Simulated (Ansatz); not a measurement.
**PdPt: pressure up to the limit of the methods**

One table from this session's results is given with a row withheld; the runs are named, their logs left out.

Method: DFT, LDA, PAW with Ansatz's default frozen-core files, scalar-relativistic, in Ansatz 0.2.0.

### The structure to begin with

It takes space group R-3m (No. 166, trigonal). The conventional cell has a = 2.767 Å, b = 2.767 Å, c = 13.681 Å, α = 90.00°, β = 90.00°, γ = 120.00°. Pd (site symmetry -3m) has 6 Pd at 2.77 Å and 6 Pt at 2.78 Å as nearest neighbours. Around Pt (site symmetry -3m) lie 6 Pt at 2.77 Å and 6 Pd at 2.78 Å.

Structure file:

```cif
data_structure
_symmetry_space_group_name_H-M 'P 1'
_symmetry_Int_Tables_number 1
_cell_length_a 4.8320
_cell_length_b 4.8320
_cell_length_c 4.8320
_cell_angle_alpha 33.273
_cell_angle_beta 33.273
_cell_angle_gamma 33.273
_cell_volume 30.23
loop_
_atom_site_label
_atom_site_type_symbol
_atom_site_fract_x
_atom_site_fract_y
_atom_site_fract_z
_atom_site_occupancy
Pd1 Pd 0.00000 0.00000 0.00000 1
Pt1 Pt 0.50000 0.50000 0.50000 1
```

Whether this phase is the stable one at these pressures isn't tested.

Atoms are numbered in the order of the input: Pd1, Pt2.

The first run:

Input file input.yaml:

```yaml
crystal:
  lattice:
    - [1.3834012978, 0.7987071117, 4.5603668681]
    - [-1.3834012978, 0.7987071117, 4.5603668681]
    - [0.0, -1.5974142234, 4.5603668681]
  atoms:
    - { symbol: Pd, position: [0.0, 0.0, 0.0] }
    - { symbol: Pt, position: [0.5, 0.5, 0.5] }
kpoints:
  mp_grid: { grid: [15, 15, 15] }
scf:
  occupations: { method: fermi_dirac, width: 0.05 }
hamiltonian:
  xc: lda
  pseudopotentials: { kind: paw }
output:
  forces: true
  stress: true
relax:
  f_tol: 0.01
  max_steps: 30
  cell: { stress_tol: 0.05, fix: [volume] }
```

On the command line:

```
$ ansatz run input.yaml --threads 1 --pin off --max-ram 2048MiB --backend cpu --events-out ev --progress --plain --runs-dir out
```

Among the steps run: Shape and atoms relaxed at the given volume, PAW; Volume scaled by 1, PAW; Shape and atoms relaxed at 0.9 of the volume, PAW; Volume scaled by 0.9, PAW; Shape and atoms relaxed at 0.6 of the volume, PAW; Volume scaled by 0.6, PAW; Shape and atoms relaxed at 0.55 of the volume, PAW; Volume scaled by 0.55, PAW.

One of the session's tables, all rows but one given; the rest of the session is left out.

```
method  volume over the first  volume (Å³/atom)  pressure (GPa)
   PAW                      1            15.117          -11.13
   PAW                    0.9                 ?               ?
   PAW                    0.6             9.070          409.66
   PAW                   0.55             8.314          601.29
```

**Question.** Estimate the row for PAW, 0.9.

**Answer.** volume (Å³/atom): 13.605; pressure (GPa): 18.27. In the column «volume (Å³/atom)» it lies between PAW, 0.6 (9.070) and PAW, 1 (15.117).

Limits of these values: Warnings in the runs' records: gradients without spin orbit.
